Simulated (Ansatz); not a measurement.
# Alloy of Si and C (8 of 64 Si sites exchanged), 64 atoms, part 2 of 2

Ansatz 0.2.0, PAW. Earlier steps stand in the parts before.

### 3 r²SCAN on the final geometry

Contents of in.yaml:

```yaml
crystal:
  lattice:
    - [10.320801, 0.000000, 0.000000]
    - [0.000000, 10.320801, 0.000000]
    - [0.000000, 0.000000, 10.320801]
  atoms:
    - { symbol: C, position: [0.015404, 0.988685, 0.999372] }
    - { symbol: C, position: [0.467437, 0.527214, 0.986652] }
    - { symbol: C, position: [0.477622, 0.500644, 0.503569] }
    - { symbol: C, position: [0.257625, 0.260142, 0.496971] }
    - { symbol: C, position: [0.267026, 0.728561, 0.988465] }
    - { symbol: C, position: [0.257736, 0.737202, 0.506528] }
    - { symbol: C, position: [0.366623, 0.621050, 0.901236] }
    - { symbol: C, position: [0.136069, 0.385687, 0.873052] }
    - { symbol: Si, position: [0.015808, 0.003778, 0.502539] }
    - { symbol: Si, position: [0.021760, 0.488689, 0.980292] }
    - { symbol: Si, position: [0.006574, 0.497900, 0.503528] }
    - { symbol: Si, position: [0.491600, 0.996118, 0.000582] }
    - { symbol: Si, position: [0.490620, 0.999042, 0.504911] }
    - { symbol: Si, position: [0.113115, 0.108214, 0.106231] }
    - { symbol: Si, position: [0.149756, 0.154524, 0.611676] }
    - { symbol: Si, position: [0.148547, 0.633455, 0.101134] }
    - { symbol: Si, position: [0.148254, 0.637018, 0.622205] }
    - { symbol: Si, position: [0.622406, 0.128418, 0.126789] }
    - { symbol: Si, position: [0.629482, 0.124554, 0.635279] }
    - { symbol: Si, position: [0.595926, 0.612325, 0.103199] }
    - { symbol: Si, position: [0.589614, 0.605328, 0.613389] }
    - { symbol: Si, position: [0.233713, 0.267931, 0.983160] }
    - { symbol: Si, position: [0.749516, 0.254275, 0.993655] }
    - { symbol: Si, position: [0.745036, 0.258528, 0.502939] }
    - { symbol: Si, position: [0.755164, 0.745339, 0.005284] }
    - { symbol: Si, position: [0.738458, 0.743085, 0.499241] }
    - { symbol: Si, position: [0.382060, 0.401501, 0.102011] }
    - { symbol: Si, position: [0.370392, 0.379057, 0.604179] }
    - { symbol: Si, position: [0.358511, 0.848033, 0.105438] }
    - { symbol: Si, position: [0.357294, 0.847726, 0.619176] }
    - { symbol: Si, position: [0.881404, 0.378717, 0.124032] }
    - { symbol: Si, position: [0.877880, 0.371889, 0.643068] }
    - { symbol: Si, position: [0.901634, 0.890018, 0.109231] }
    - { symbol: Si, position: [0.877498, 0.875256, 0.623329] }
    - { symbol: Si, position: [0.248622, 0.990601, 0.247253] }
    - { symbol: Si, position: [0.243369, 0.994656, 0.743092] }
    - { symbol: Si, position: [0.255570, 0.505296, 0.254756] }
    - { symbol: Si, position: [0.256733, 0.503724, 0.777720] }
    - { symbol: Si, position: [0.758921, 0.999527, 0.239884] }
    - { symbol: Si, position: [0.761435, 0.999818, 0.760385] }
    - { symbol: Si, position: [0.731193, 0.497965, 0.242403] }
    - { symbol: Si, position: [0.730320, 0.499430, 0.748834] }
    - { symbol: Si, position: [0.359396, 0.145535, 0.384553] }
    - { symbol: Si, position: [0.368525, 0.129031, 0.867716] }
    - { symbol: Si, position: [0.371341, 0.623503, 0.407002] }
    - { symbol: Si, position: [0.873701, 0.125000, 0.377091] }
    - { symbol: Si, position: [0.912241, 0.108719, 0.891405] }
    - { symbol: Si, position: [0.873855, 0.623225, 0.362848] }
    - { symbol: Si, position: [0.877093, 0.617983, 0.866449] }
    - { symbol: Si, position: [0.004441, 0.242653, 0.247725] }
    - { symbol: Si, position: [0.033320, 0.267119, 0.769653] }
    - { symbol: Si, position: [0.017260, 0.752482, 0.242755] }
    - { symbol: Si, position: [0.009440, 0.754008, 0.751743] }
    - { symbol: Si, position: [0.494378, 0.266563, 0.247373] }
    - { symbol: Si, position: [0.497228, 0.262232, 0.746390] }
    - { symbol: Si, position: [0.487998, 0.739622, 0.253643] }
    - { symbol: Si, position: [0.469211, 0.720777, 0.771417] }
    - { symbol: Si, position: [0.142754, 0.357669, 0.385258] }
    - { symbol: Si, position: [0.150384, 0.850938, 0.396296] }
    - { symbol: Si, position: [0.134256, 0.867841, 0.899015] }
    - { symbol: Si, position: [0.598273, 0.398735, 0.396628] }
    - { symbol: Si, position: [0.591173, 0.404725, 0.894141] }
    - { symbol: Si, position: [0.622289, 0.878207, 0.364931] }
    - { symbol: Si, position: [0.620906, 0.865450, 0.871750] }
  symmetry: { detect: false }
kpoints:
  mp_grid: { grid: [1, 1, 1], shift: [0.25, 0.25, 0.25] }
hamiltonian:
  xc: r2scan
scf:
  occupations: { method: fermi_dirac, width: 0.01 }
output:
  forces: true
  eigenvalues: true
  populations: true
  eigenstates: { kpoints: [[0.25, 0.25, 0.25]], e_range: [-6.0, 6.0], localisation: true }
```

Launch:

```console
$ ansatz run in.yaml --threads 2 --pin off --max-ram 20900MiB --runs-dir r --events-out ev --progress --plain --backend cuda --devices 0, --max-vram 18GiB
```

The log of the run:

```text
Pseudopotentials: kind: paw
Functional definition: r2SCAN
  parameter k0 = 0.174
  parameter k1 = 0.065
  parameter a1 = 4.9479
  exchange = r2scan_x(k0 = k0, k1 = k1, a1 = a1)
  correlation = r2scan_c
Crystal: 64 atoms, lattice volume = 1099.361 Å³
Basis set: ecut = 500 eV, 28017 PW (Γ), exchange–correlation on 320×320×320 points (64 copies of the dense FFT grid, shifted against one another)
Bands: 192, of which v1, the nominal top of the filled ones, is band 128 counted from 1 (127 counted from 0)
Symmetry: 1 space group operations
k-points: 1
Non-local potential: C, projectors of the file, l = 0: 2, l = 1: 2, l = 2: 1
Non-local potential: Si, projectors of the file, l = 0: 2, l = 1: 2, l = 2: 2
PAW form: soft (Blöchl's): semilocal exchange-correlation on the pseudo side does not see the compensation charge
PAW frozen core: C, regenerated for the run's functional (the file was generated under x = pbe(κ = 0.804, μ = 0.2195149727645171), c = pbe(β = 0.06672455060314922))
PAW frozen core: Si, regenerated for the run's functional (the file was generated under x = pbe(κ = 0.804, μ = 0.2195149727645171), c = pbe(β = 0.06672455060314922))
PAW one-centre angular grid: C, 302 points (default); XC on 239 of its mesh's 2573 points in the sphere
PAW one-centre angular grid: Si, 302 points (default); XC on 160 Gauss nodes
Initial density: superposition of atomic densities (neutral atoms: chi_scale 0, normalization atom), corrected by the library's trained network
Initial wavefunctions: pseudopotential atomic-orbital guess
Functional: x = r2scan, c = r2scan; τ floored in thin density (d = 2e-4 eV/Å³)
SCF iter   1: F=—  HF=-37788.837481 eV  |F-HF|=—  |Δ(HF+E_count)|=         —  Δρ=6.22e-3  dr2=6.09e-1  dr2_τ=1.16e0  ethr=1.77e-3  ⟨swp⟩=6.0  Hψ=887  notcnv=0  defer=38
preconditioner: auto → Resta (q_TF=auto, 2.140 Å⁻¹)  ε∞=5.0  [insulator: Δε(μ)=0.698 eV  Ē_g=9.014 eV  σ=0.010 eV  W_gap=1.00  n_scr=178 (ndim 8)  ℏωp=17.9 eV  f_vac=0.000  D(μ)=0.00/eV (n_scr^D=0)  ε∞_Penn≈5.0]
SCF iter   2: F=—  HF=-37789.465241 eV  |F-HF|=—  |Δ(HF+E_count)|=   6.28e-1  Δρ=3.71e-3  dr2=1.40e-1  dr2_τ=3.35e-3  ethr=2.38e-4  ⟨swp⟩=3.0  Hψ=353  notcnv=0  defer=60
SCF iter   3: F=—  HF=-37789.462463 eV  |F-HF|=—  |Δ(HF+E_count)|=   2.78e-3  Δρ=1.32e-3  dr2=2.46e-2  dr2_τ=1.63e-3  ethr=5.45e-5  ⟨swp⟩=2.0  Hψ=258  notcnv=0  defer=60
SCF iter   4: F=—  HF=-37789.460519 eV  |F-HF|=—  |Δ(HF+E_count)|=   1.94e-3  Δρ=2.11e-4  dr2=5.84e-4  dr2_τ=3.26e-5  ethr=9.59e-6  ⟨swp⟩=2.0  Hψ=261  notcnv=0  defer=60
SCF iter   5: F=—  HF=-37789.463052 eV  |F-HF|=—  |Δ(HF+E_count)|=   2.53e-3  Δρ=7.83e-5  dr2=8.52e-5  dr2_τ=3.56e-6  ethr=2.28e-7  ⟨swp⟩=2.0  Hψ=260  notcnv=0  defer=60
SCF iter   6: F=—  HF=-37789.461915 eV  |F-HF|=—  |Δ(HF+E_count)|=   1.14e-3  Δρ=3.25e-5  dr2=2.00e-5  dr2_τ=1.72e-6  ethr=3.33e-8  ⟨swp⟩=2.0  Hψ=320  notcnv=0  defer=60
SCF iter   7: F=—  HF=-37789.461914 eV  |F-HF|=—  |Δ(HF+E_count)|=   8.58e-7  Δρ=7.37e-6  dr2=8.65e-7  dr2_τ=7.04e-8  ethr=7.83e-9  ⟨swp⟩=2.0  Hψ=260  notcnv=0  defer=60
SCF iter   8: F=-37789.461914 eV  HF=-37789.461914 eV  |F-HF|=1.18e-8  |Δ(HF+E_count)|=   1.02e-7  Δρ=1.84e-6  dr2=5.79e-8  dr2_τ=3.85e-9  ethr=3.91e-11  ⟨swp⟩=17.0  Hψ=1342  notcnv=0
SCF 1 converged in 8 iterations: F = -37789.461914 eV  dr2 = 5.79e-8
NSCF: frozen V_eff on 1 k-points
SCF converged after 8 iterations
Free energy (F): -37789.461914 eV
Harris-Foulkes:  -37789.461914 eV  (|F-HF|=1.18e-8)
Internal energy: -37789.461914 eV  (E = F + TS)
E sigma→0 (E₀):  -37789.461914 eV
Fermi energy:    7.382466 eV
--- Per-component energies (eV) ---
  E_band       = 345.084136
  E_kinetic    = 3000.760713
  E_local      = -2620.070397  (includes V_loc(G=0)·N_el)
  E_nonlocal   = 1609.642291
  E_hartree    = 866.262512
  E_xc         = -3275.891654
  E_vxc        = -3326.917295  (∫ρ·V_xc dr)
  E_paw        = -29896.110462  (= ΣΔE_a)
  E_vpaw       = -188.720436  (= ΣTr[D̂ρ^β])
  E_aug_tail   = 0.000269  (compensation charges beyond the density's cutoff)
  E_vtau       = 137.861663  (kinetic-family band-sum trace: ∫τ·v_τ [+ j·A + Jᵃ·Aᵃ] dr)
  E_ewald      = -7469.576750
  E_core_change = -4.478437  (= ΣΔE_core)
  E_smearing   = -0.000000  (= −TS)
  E_closure    = 0.000000  (closes the sum)
  Σ components = -37789.461914   (vs F -37789.461914, Δ=0.00e0)
--- Forces (eV/Å), atoms counted from 1 ---
  atom   1  C     -0.02549216     0.04492980     0.07001266
  atom   2  C      0.27268655    -0.23836252     0.26706668
  atom   3  C      0.04575619     0.01774137    -0.00292531
  atom   4  C     -0.01340124    -0.02735164     0.00452215
  atom   5  C     -0.18748667     0.19123629     0.28671005
  atom   6  C      0.01236538     0.01829325     0.02838235
  atom   7  C      0.00403480    -0.04063210    -0.40256372
  atom   8  C     -0.03375008    -0.05443441     0.02643984
  atom   9  Si    -0.06502898    -0.00152246    -0.00371864
  atom  10  Si    -0.04730849     0.07712514     0.04772409
  atom  11  Si     0.02182910    -0.02039384    -0.00188819
  atom  12  Si     0.01950541    -0.01569426    -0.05475346
  atom  13  Si     0.05625728    -0.00250290    -0.02711980
  atom  14  Si     0.04881405     0.05748915     0.12901996
  atom  15  Si    -0.09327879    -0.12544841     0.08306175
  atom  16  Si    -0.05134994    -0.09411193     0.07761652
  atom  17  Si    -0.12792491    -0.03730217     0.04416087
  atom  18  Si     0.01384985    -0.01202671     0.00301622
  atom  19  Si    -0.02009870     0.05265988    -0.01548494
  atom  20  Si     0.08715187     0.14809418     0.15323292
  atom  21  Si     0.07573769     0.02433781     0.12860463
  atom  22  Si     0.12232096    -0.03449082     0.01763016
  atom  23  Si     0.00785375    -0.01810645     0.16466146
  atom  24  Si     0.02013754    -0.06664463     0.06075895
  atom  25  Si    -0.03683057     0.01171527    -0.12366301
  atom  26  Si     0.02987712     0.05385686    -0.03952214
  atom  27  Si    -0.15788678    -0.05415279     0.11282129
  atom  28  Si     0.05804038    -0.00712500     0.13034053
  atom  29  Si     0.16344650     0.08148164     0.11444026
  atom  30  Si     0.03925895     0.07688932     0.07946984
  atom  31  Si    -0.02478375    -0.05666981    -0.00290826
  atom  32  Si    -0.00809551     0.04607783    -0.06799389
  atom  33  Si    -0.08742560    -0.08621718     0.08365322
  atom  34  Si     0.00857300     0.02069173     0.06215106
  atom  35  Si    -0.02268443     0.00487792    -0.00218157
  atom  36  Si     0.09153588     0.04089115     0.05421683
  atom  37  Si     0.00638228    -0.02573498    -0.03017702
  atom  38  Si    -0.10149945    -0.00981225    -0.13514655
  atom  39  Si    -0.04635987     0.04451208     0.05167055
  atom  40  Si    -0.01466193    -0.04736796    -0.07383953
  atom  41  Si     0.06443806     0.03036787     0.03630120
  atom  42  Si     0.05114679     0.01995528     0.03348529
  atom  43  Si     0.07787819    -0.06706644    -0.07024063
  atom  44  Si     0.02881348    -0.00109240    -0.01412036
  atom  45  Si    -0.02164402    -0.02554187    -0.15587162
  atom  46  Si     0.03522612     0.01216504    -0.04574801
  atom  47  Si    -0.13273366     0.05028471    -0.12870137
  atom  48  Si    -0.00072539     0.01413139     0.02674456
  atom  49  Si     0.00542649     0.04481879     0.00359272
  atom  50  Si    -0.01954022    -0.00907538     0.01001493
  atom  51  Si    -0.06653406    -0.01181998    -0.11091703
  atom  52  Si    -0.03136357    -0.01496745     0.01407052
  atom  53  Si    -0.04090757    -0.04689409     0.01163577
  atom  54  Si    -0.02538841    -0.01825126     0.03049407
  atom  55  Si    -0.05920657    -0.06416623     0.01940058
  atom  56  Si     0.02966305     0.03643248    -0.07239312
  atom  57  Si     0.11155116     0.12378482    -0.11239976
  atom  58  Si    -0.06607953     0.08938461    -0.06219440
  atom  59  Si    -0.09972929     0.09532434    -0.10989488
  atom  60  Si    -0.07906670     0.03489969    -0.27394531
  atom  61  Si     0.08611108    -0.09916527    -0.13347570
  atom  62  Si     0.11415828    -0.09892884    -0.27520220
  atom  63  Si    -0.00863987    -0.04601365     0.02079582
  atom  64  Si     0.00719269     0.01463303     0.06105870
  max |Σ_I F_I| component: 1.13e-4 eV/Å
--- Band table (eV) ---
  k-point 0: bands = ["-8.3096", "-7.3257", "-6.9958", "-6.8240", "-6.6839", "-6.3973", "-6.2188", "-5.0042", "-4.8006", "-4.4833", "-4.3890", "-4.1163", "-3.9455", "-3.8361", "-3.6642", "-3.5626", "-3.3742", "-3.2918", "-3.2308", "-3.1534", "-3.0566", "-2.9808", "-2.7224", "-2.6382", "-2.4875", "-2.3324", "-2.3006", "-2.1243", "-2.0475", "-1.9325", "-1.8508", "-1.7547", "-1.2864", "-0.9533", "-0.8944", "-0.8286", "-0.7426", "-0.6729", "-0.5215", "-0.4724", "-0.3354", "-0.3025", "-0.2263", "-0.1241", "-0.0791", "0.0152", "0.0894", "0.3052", "0.4745", "0.5073", "0.5408", "0.5942", "0.7202", "0.9081", "1.3773", "1.4519", "1.5068", "1.6640", "1.7067", "1.7859", "1.9489", "1.9777", "2.1099", "2.1890", "2.2658", "2.3746", "2.4648", "2.5260", "2.5841", "2.7308", "2.8003", "2.8493", "2.8810", "2.9598", "3.1224", "3.1504", "3.2385", "3.2843", "3.3524", "3.4226", "3.5161", "3.5639", "3.6455", "3.6644", "3.7281", "3.8020", "3.8590", "3.8873", "3.9291", "4.0016", "4.0823", "4.1098", "4.2065", "4.2500", "4.3362", "4.4033", "4.4338", "4.5412", "4.5750", "4.6665", "4.7098", "4.7758", "4.8095", "4.8794", "4.9227", "4.9713", "5.0779", "5.1084", "5.1662", "5.2590", "5.3124", "5.4297", "5.4890", "5.5733", "5.6229", "5.7307", "5.7987", "5.8684", "5.9551", "5.9629", "6.0420", "6.1381", "6.3772", "6.4802", "6.5759", "6.6676", "6.9685", "7.0624", "7.7025", "8.0222", "8.1440", "8.2621", "8.5524", "8.6483", "8.7721", "8.8387", "9.0086", "9.0738", "9.1602", "9.2394", "9.3371", "9.3899", "9.4516", "9.5476", "9.6267", "9.6418", "9.7107", "9.7906", "9.8658", "9.8932", "9.9317", "10.0067", "10.0746", "10.1503", "10.1829", "10.2884", "10.3153", "10.3761", "10.4020", "10.4596", "10.4808", "10.5124", "10.5229", "10.6455", "10.6777", "10.7121", "10.8189", "10.8315", "10.8784", "10.9066", "10.9567", "11.0075", "11.0445", "11.1256", "11.1820", "11.2356", "11.3129", "11.3791", "11.4235", "11.4550", "11.4947", "11.5715", "11.6429", "11.6927", "11.7149", "11.7734", "11.8099", "11.8550", "11.9004", "11.9645", "12.0124", "12.0342"]
--- Löwdin populations: 64 sites ---
  site symbol       q [e]
     0      C      4.8299
     1      C      4.5682
     2      C      4.8480
     3      C      4.8339
     4      C      4.5695
     5      C      4.8507
     6      C      4.3237
     7      C      4.8415
     8     Si      3.9959
     9     Si      3.6863
    10     Si      3.9753
    11     Si      3.9866
    12     Si      3.9884
    13     Si      3.7092
    14     Si      3.6960
    15     Si      3.7095
    16     Si      3.7151
    17     Si      3.9571
    18     Si      3.9505
    19     Si      3.7268
    20     Si      3.7143
    21     Si      3.7158
    22     Si      3.9708
    23     Si      3.9736
    24     Si      4.0038
    25     Si      3.9723
    26     Si      3.7132
    27     Si      3.4734
    28     Si      3.7184
    29     Si      3.7040
    30     Si      3.9770
    31     Si      3.9810
    32     Si      3.6561
    33     Si      3.9565
    34     Si      4.0181
    35     Si      4.0254
    36     Si      4.0621
    37     Si      3.5332
    38     Si      3.9977
    39     Si      3.9811
    40     Si      3.9714
    41     Si      3.9988
    42     Si      3.6675
    43     Si      3.9767
    44     Si      3.4161
    45     Si      3.9677
    46     Si      3.6990
    47     Si      3.9553
    48     Si      3.9847
    49     Si      4.0078
    50     Si      3.7096
    51     Si      4.0143
    52     Si      4.0093
    53     Si      4.0053
    54     Si      4.0198
    55     Si      4.0399
    56     Si      3.7420
    57     Si      3.6837
    58     Si      3.6950
    59     Si      3.5066
    60     Si      3.6921
    61     Si      3.7423
    62     Si      3.9587
    63     Si      3.9631
  spilling = 0.010404 (of n_electrons = 256.000000)
```

It took 8.4 s on 1 × NVIDIA H100 80GB HBM3 with 2 threads of AMD EPYC 7R13, shared host; peak host memory 2.8 GiB.

At the single k point (¼, ¼, ¼) the filled levels end at 7.062 eV and the empty ones begin at 7.703 eV, a spacing of 0.64 eV.

Frontier states and how far they spread:

```
level (eV)  spin  filling  atoms sharing it  main element  its share  largest atom
     -0.49  both     2.00              43.5            Si       0.94             –
     -0.39  both     2.00              41.4            Si       0.96             –
     -0.09  both     2.00              44.8            Si       0.93             –
      0.00  both     2.00              52.0            Si       0.93             –
      0.64  both     0.00              22.6            Si       0.84   Si23 (0.11)
      0.96  both     0.00              50.8            Si       0.90             –
      1.08  both     0.00              51.8            Si       0.90             –
      1.20  both     0.00              56.0            Si       0.91             –
```

The largest force by r²SCAN is 0.45 eV/Å, on C2: the geometry is not this level's minimum.

### 4 Results

What follows sums up all 2 parts. Changes of volume or cell count from the first structure of part 1.

| level | time | top filled to lowest empty (eV) |
| --- | --- | --- |
| PBEsol, relaxation | 16 s (GPU) | 0.41 |
| r²SCAN | 8.4 s (GPU) | 0.64 |

```
     quantity                                                                         value
   relaxation                                             9 recorded steps, 16.85 eV gained
largest shift                                                                 0.52 Å (Si62)
 relaxed cell  a = 10.321 Å, b = 10.321 Å, c = 10.321 Å, α = 90.00°, β = 90.00°, γ = 90.00°
   mean bonds                                          C–C 1.716, C–Si 1.978, Si–Si 2.335 Å
```

Relaxation gains 16.85 eV, with shifts up to 0.52 Å (Si62), while the volume changes by -2.7 %. The mean lengths of the listed bonds run from C–C 1.72 Å to Si–Si 2.34 Å. With one k point the spacing samples only the states that fold onto it, so it can exceed the gap over the zone.
